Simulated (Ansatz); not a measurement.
Born–Oppenheimer molecular dynamics of a periodic cell of 14 atoms, Ta2O5 (start crystal Ta2O5, start structure C2, volume 1.15 times the crystal's). It goes on from the last frame of an earlier run, with new velocities.

Theory: DFT PBEsol, scalar-relativistic, plane waves, PAW (Ansatz). Settings: accuracy low, PAW set soft_1, cutoff 420 eV, k mesh 2x2x2, fermi-dirac smearing 0.24 eV, no spin polarisation.

```
ensemble        : NPT, Langevin
time step       : 1.5 fs
steps asked     : 240
set temperature : 1960 K
friction        : 0.05 /fs
pressure        : 0 GPa
seed            : 338414
```

Frames 1.5 fs apart, positions in Å, forces in eV/Å.

Velocities at 120 fs (Å/ps):

```
Ta -1.59 -0.64 -0.30
Ta 3.44 -2.90 -1.78
O 13.19 -1.03 4.14
O -2.29 -0.35 13.79
O 6.13 12.64 11.09
O 8.99 17.25 13.31
O -3.42 -1.63 8.96
Ta 0.02 -0.59 4.33
Ta 4.58 -0.68 -0.02
O -1.00 4.20 -6.66
O -10.10 2.75 4.94
O 3.14 -7.06 4.52
O -6.48 -2.15 13.19
O -18.32 0.29 7.69
```

```xyz
14
Lattice="-5.5460 0.0000 0.0000 0.0000 -4.9876 0.0000 -1.9404 0.0000 5.9019" Properties=species:S:1:pos:R:3:forces:R:3 time_fs=120 energy_less_start_eV=-2.648 T=1378
Ta -2.365 -2.215 1.806 -1.18 -1.89 1.49
Ta -5.261 -2.678 4.644 -1.42 -1.97 -1.41
O -3.651 -1.983 5.718 -1.09 -0.37 -0.32
O -3.281 -0.512 1.337 1.67 -0.51 -0.64
O -6.315 -1.216 1.932 0.45 0.95 0.43
O -1.390 -1.814 4.551 1.28 0.13 -1.02
O -0.199 -3.430 2.486 0.55 -0.21 1.55
Ta -5.001 0.058 1.681 -1.01 1.70 -0.87
Ta -3.069 -0.507 4.545 1.31 3.31 -1.52
O -5.697 -2.878 6.513 0.51 -1.50 -0.06
O -0.151 -4.543 -0.071 0.07 -0.29 1.13
O -2.552 -3.874 3.183 -1.24 -1.06 0.15
O -4.917 -4.762 4.669 1.31 1.49 -0.37
O -3.817 -1.763 3.168 -1.21 0.23 1.46
14
Lattice="-5.5445 0.0000 0.0000 0.0000 -4.9863 0.0000 -1.9400 0.0000 5.9004" Properties=species:S:1:pos:R:3:forces:R:3 time_fs=121.5 energy_less_start_eV=-2.686 T=1191
Ta -2.366 -2.217 1.805 -1.01 -1.62 1.48
Ta -5.255 -2.683 4.641 -1.38 -1.84 -1.55
O -3.632 -1.983 5.721 -1.31 -0.49 -0.14
O -3.285 -0.512 1.355 2.04 -0.72 -0.75
O -6.299 -1.196 1.948 -0.37 0.23 0.39
O -1.378 -1.784 4.568 1.24 -0.07 -1.20
O -0.205 -3.430 2.500 0.54 -0.13 1.49
Ta -4.999 0.057 1.686 -1.04 2.20 -0.87
Ta -3.063 -0.508 4.544 1.28 3.34 -1.47
O -5.699 -2.876 6.503 0.67 -1.41 0.35
O -0.161 -4.539 -0.067 0.13 -0.22 1.25
O -2.549 -3.885 3.187 -1.30 -0.85 0.12
O -4.922 -4.761 4.685 1.44 1.55 -0.42
O -3.841 -1.759 3.176 -0.92 0.03 1.32
14
Lattice="-5.5440 0.0000 0.0000 0.0000 -4.9858 0.0000 -1.9398 0.0000 5.8999" Properties=species:S:1:pos:R:3:forces:R:3 time_fs=123 energy_less_start_eV=-2.691 T=1220
Ta -2.369 -2.219 1.805 -0.87 -1.38 1.39
Ta -5.250 -2.693 4.641 -1.39 -1.64 -1.73
O -3.618 -1.982 5.718 -1.56 -0.66 0.11
O -3.286 -0.518 1.367 2.29 -0.85 -0.85
O -6.280 -1.180 1.963 -1.17 -0.47 0.35
O -1.369 -1.751 4.586 1.28 -0.32 -1.38
O -0.214 -3.433 2.513 0.52 -0.04 1.43
Ta -4.999 0.057 1.690 -0.90 2.65 -0.94
Ta -3.058 -0.507 4.543 1.34 3.32 -1.46
O -5.703 -2.883 6.488 0.87 -1.29 0.85
O -0.167 -4.537 -0.065 0.16 -0.13 1.40
O -2.550 -3.894 3.192 -1.34 -0.65 0.04
O -4.923 -4.756 4.697 1.48 1.59 -0.46
O -3.860 -1.754 3.178 -0.70 -0.13 1.25
14
Lattice="-5.5441 0.0000 0.0000 0.0000 -4.9859 0.0000 -1.9398 0.0000 5.8999" Properties=species:S:1:pos:R:3:forces:R:3 time_fs=124.5 energy_less_start_eV=-2.663 T=1632
Ta -2.372 -2.223 1.804 -0.75 -1.14 1.24
Ta -5.247 -2.706 4.643 -1.37 -1.34 -1.96
O -3.605 -1.974 5.715 -1.84 -0.94 0.38
O -3.285 -0.532 1.376 2.45 -0.88 -0.96
O -6.262 -1.166 1.976 -1.96 -1.18 0.36
O -1.363 -1.722 4.604 1.36 -0.55 -1.57
O -0.222 -3.438 2.522 0.47 0.09 1.42
Ta -4.999 0.057 1.693 -0.62 3.03 -1.07
Ta -3.056 -0.505 4.541 1.50 3.31 -1.44
O -5.711 -2.895 6.470 1.09 -1.17 1.46
O -0.174 -4.535 -0.060 0.16 -0.07 1.49
O -2.552 -3.906 3.202 -1.37 -0.47 -0.09
O -4.917 -4.750 4.707 1.39 1.63 -0.48
O -3.878 -1.747 3.178 -0.51 -0.33 1.21
14
Lattice="-5.5440 0.0000 0.0000 0.0000 -4.9858 0.0000 -1.9398 0.0000 5.8998" Properties=species:S:1:pos:R:3:forces:R:3 time_fs=126 energy_less_start_eV=-2.597 T=1557
Ta -2.375 -2.227 1.803 -0.71 -0.85 1.07
Ta -5.246 -2.721 4.644 -1.26 -1.02 -2.21
O -3.600 -1.961 5.716 -2.06 -1.25 0.63
O -3.285 -0.541 1.383 2.65 -1.00 -1.06
O -6.243 -1.150 1.989 -2.87 -1.99 0.41
O -1.356 -1.695 4.620 1.37 -0.75 -1.75
O -0.222 -3.437 2.527 0.34 0.22 1.46
Ta -5.000 0.057 1.697 -0.16 3.51 -1.21
Ta -3.053 -0.504 4.538 1.69 3.31 -1.41
O -5.721 -2.911 6.451 1.29 -1.01 2.08
O -0.183 -4.532 -0.051 0.13 -0.04 1.47
O -2.557 -3.924 3.212 -1.35 -0.25 -0.20
O -4.904 -4.742 4.716 1.22 1.63 -0.49
O -3.898 -1.738 3.175 -0.27 -0.52 1.21
14
Lattice="-5.5445 0.0000 0.0000 0.0000 -4.9862 0.0000 -1.9399 0.0000 5.9004" Properties=species:S:1:pos:R:3:forces:R:3 time_fs=127.5 energy_less_start_eV=-2.520 T=1736
Ta -2.378 -2.230 1.801 -0.76 -0.61 0.91
Ta -5.247 -2.737 4.645 -1.12 -0.69 -2.39
O -3.597 -1.946 5.716 -2.26 -1.57 0.85
O -3.275 -0.548 1.392 2.53 -0.99 -1.14
O -6.229 -1.139 2.005 -3.49 -2.52 0.42
O -1.350 -1.670 4.636 1.32 -0.90 -1.89
O -0.218 -3.435 2.534 0.22 0.25 1.45
Ta -5.002 0.059 1.702 0.42 3.75 -1.38
Ta -3.049 -0.504 4.537 1.87 3.27 -1.47
O -5.734 -2.929 6.435 1.46 -0.83 2.60
O -0.190 -4.530 -0.043 0.08 -0.03 1.50
O -2.558 -3.941 3.222 -1.33 -0.06 -0.29
O -4.893 -4.726 4.723 1.10 1.53 -0.51
O -3.920 -1.732 3.168 -0.03 -0.62 1.34
14
Lattice="-5.5454 0.0000 0.0000 0.0000 -4.9871 0.0000 -1.9403 0.0000 5.9013" Properties=species:S:1:pos:R:3:forces:R:3 time_fs=129 energy_less_start_eV=-2.460 T=1973
Ta -2.381 -2.232 1.798 -0.79 -0.47 0.81
Ta -5.252 -2.753 4.645 -0.95 -0.29 -2.48
O -3.594 -1.929 5.719 -2.51 -1.92 0.99
O -3.256 -0.559 1.404 2.14 -0.77 -1.18
O -6.223 -1.138 2.020 -3.64 -2.59 0.36
O -1.348 -1.645 4.650 1.29 -1.04 -2.01
O -0.214 -3.436 2.542 0.14 0.19 1.42
Ta -5.004 0.060 1.709 0.81 3.58 -1.52
Ta -3.045 -0.506 4.537 2.04 3.20 -1.58
O -5.747 -2.949 6.425 1.59 -0.64 2.92
O -0.194 -4.529 -0.037 0.03 -0.03 1.58
O -2.553 -3.954 3.235 -1.35 0.07 -0.37
O -4.883 -4.705 4.730 0.99 1.30 -0.53
O -3.948 -1.734 3.158 0.21 -0.57 1.57
14
Lattice="-5.5467 0.0000 0.0000 0.0000 -4.9882 0.0000 -1.9407 0.0000 5.9027" Properties=species:S:1:pos:R:3:forces:R:3 time_fs=130.5 energy_less_start_eV=-2.433 T=1725
Ta -2.384 -2.232 1.796 -0.79 -0.43 0.72
Ta -5.259 -2.770 4.646 -0.80 0.12 -2.52
O -3.599 -1.913 5.726 -2.66 -2.21 1.03
O -3.240 -0.576 1.415 1.72 -0.45 -1.19
O -6.224 -1.145 2.031 -3.46 -2.32 0.25
O -1.353 -1.621 4.664 1.28 -1.19 -2.11
O -0.211 -3.440 2.549 0.04 0.11 1.41
Ta -5.006 0.063 1.715 0.87 3.11 -1.57
Ta -3.042 -0.509 4.536 2.21 3.08 -1.64
O -5.762 -2.968 6.419 1.64 -0.49 3.14
O -0.198 -4.530 -0.027 -0.06 -0.05 1.61
O -2.554 -3.969 3.247 -1.34 0.14 -0.42
O -4.873 -4.684 4.735 0.87 1.02 -0.52
O -3.979 -1.740 3.151 0.47 -0.45 1.80
14
Lattice="-5.5486 0.0000 0.0000 0.0000 -4.9899 0.0000 -1.9414 0.0000 5.9047" Properties=species:S:1:pos:R:3:forces:R:3 time_fs=132 energy_less_start_eV=-2.415 T=1822
Ta -2.387 -2.233 1.795 -0.74 -0.52 0.65
Ta -5.263 -2.786 4.650 -0.73 0.56 -2.52
O -3.610 -1.904 5.737 -2.69 -2.36 0.90
O -3.226 -0.600 1.425 1.20 0.07 -1.23
O -6.231 -1.158 2.036 -3.07 -1.84 0.16
O -1.361 -1.595 4.680 1.23 -1.32 -2.20
O -0.205 -3.442 2.560 -0.04 -0.08 1.37
Ta -5.009 0.066 1.721 0.80 2.55 -1.49
Ta -3.040 -0.512 4.537 2.37 2.88 -1.65
O -5.779 -2.987 6.416 1.65 -0.39 3.28
O -0.201 -4.532 -0.013 -0.21 -0.06 1.53
O -2.557 -3.987 3.256 -1.31 0.16 -0.41
O -4.865 -4.663 4.739 0.81 0.64 -0.48
O -4.009 -1.749 3.145 0.71 -0.28 2.09
14
Lattice="-5.5509 0.0000 0.0000 0.0000 -4.9920 0.0000 -1.9422 0.0000 5.9072" Properties=species:S:1:pos:R:3:forces:R:3 time_fs=133.5 energy_less_start_eV=-2.379 T=1818
Ta -2.390 -2.235 1.797 -0.61 -0.73 0.55
Ta -5.267 -2.803 4.655 -0.66 1.19 -2.53
O -3.621 -1.897 5.749 -2.65 -2.41 0.67
O -3.214 -0.627 1.430 0.65 0.70 -1.27
O -6.239 -1.170 2.040 -2.64 -1.34 0.08
O -1.363 -1.570 4.693 1.06 -1.39 -2.25
O -0.201 -3.440 2.573 -0.10 -0.37 1.25
Ta -5.014 0.070 1.725 0.69 2.05 -1.33
Ta -3.038 -0.515 4.538 2.47 2.60 -1.59
O -5.789 -3.004 6.416 1.56 -0.33 3.42
O -0.205 -4.536 0.003 -0.35 -0.02 1.41
O -2.564 -4.008 3.261 -1.29 0.16 -0.37
O -4.863 -4.636 4.746 0.91 -0.03 -0.47
O -4.037 -1.759 3.136 0.95 -0.09 2.41
14
Lattice="-5.5530 0.0000 0.0000 0.0000 -4.9939 0.0000 -1.9429 0.0000 5.9094" Properties=species:S:1:pos:R:3:forces:R:3 time_fs=135 energy_less_start_eV=-2.333 T=1713
Ta -2.394 -2.238 1.800 -0.47 -1.04 0.48
Ta -5.270 -2.819 4.659 -0.64 2.08 -2.41
O -3.626 -1.896 5.755 -2.63 -2.41 0.44
O -3.206 -0.654 1.432 0.13 1.41 -1.32
O -6.252 -1.180 2.043 -2.15 -0.81 -0.01
O -1.366 -1.546 4.695 0.88 -1.42 -2.22
O -0.200 -3.437 2.586 -0.14 -0.67 1.15
Ta -5.018 0.075 1.727 0.53 1.56 -1.14
Ta -3.035 -0.518 4.538 2.54 2.26 -1.51
O -5.796 -3.017 6.426 1.45 -0.27 3.33
O -0.214 -4.541 0.017 -0.44 0.04 1.28
O -2.578 -4.022 3.263 -1.26 0.15 -0.33
O -4.863 -4.604 4.762 1.09 -1.01 -0.49
O -4.061 -1.768 3.125 1.11 0.13 2.75
14
Lattice="-5.5551 0.0000 0.0000 0.0000 -4.9958 0.0000 -1.9436 0.0000 5.9116" Properties=species:S:1:pos:R:3:forces:R:3 time_fs=136.5 energy_less_start_eV=-2.280 T=1869
Ta -2.398 -2.239 1.804 -0.37 -1.51 0.43
Ta -5.274 -2.834 4.662 -0.72 3.01 -2.07
O -3.632 -1.902 5.761 -2.57 -2.31 0.13
O -3.192 -0.674 1.437 -0.48 2.13 -1.38
O -6.272 -1.192 2.049 -1.51 -0.18 -0.10
O -1.369 -1.527 4.695 0.70 -1.41 -2.17
O -0.200 -3.431 2.595 -0.15 -1.06 1.08
Ta -5.024 0.079 1.730 0.39 1.09 -0.83
Ta -3.032 -0.519 4.538 2.49 1.87 -1.41
O -5.806 -3.029 6.449 1.39 -0.19 2.88
O -0.225 -4.552 0.036 -0.52 0.15 1.06
O -2.594 -4.033 3.256 -1.24 0.09 -0.14
O -4.868 -4.576 4.788 1.36 -2.06 -0.53
O -4.088 -1.776 3.115 1.26 0.38 3.04
```

Of the whole run (360 fs, mean temperature of the second half 2033 K): The conserved energy stayed within 1.7 meV per atom of its start (net change -0.27 meV per atom), so the integration is sound. A run of 0.36 ps of so small a system gives no equilibrium averages. Limits of this set-up: coarse k mesh, PAW files made for another functional, low accuracy level. The cell's volume went from 157 to 168 Å³.

The run took 27 min on 1 thread of Arm Neoverse V1, on a shared host, peak memory 0.49 GiB.
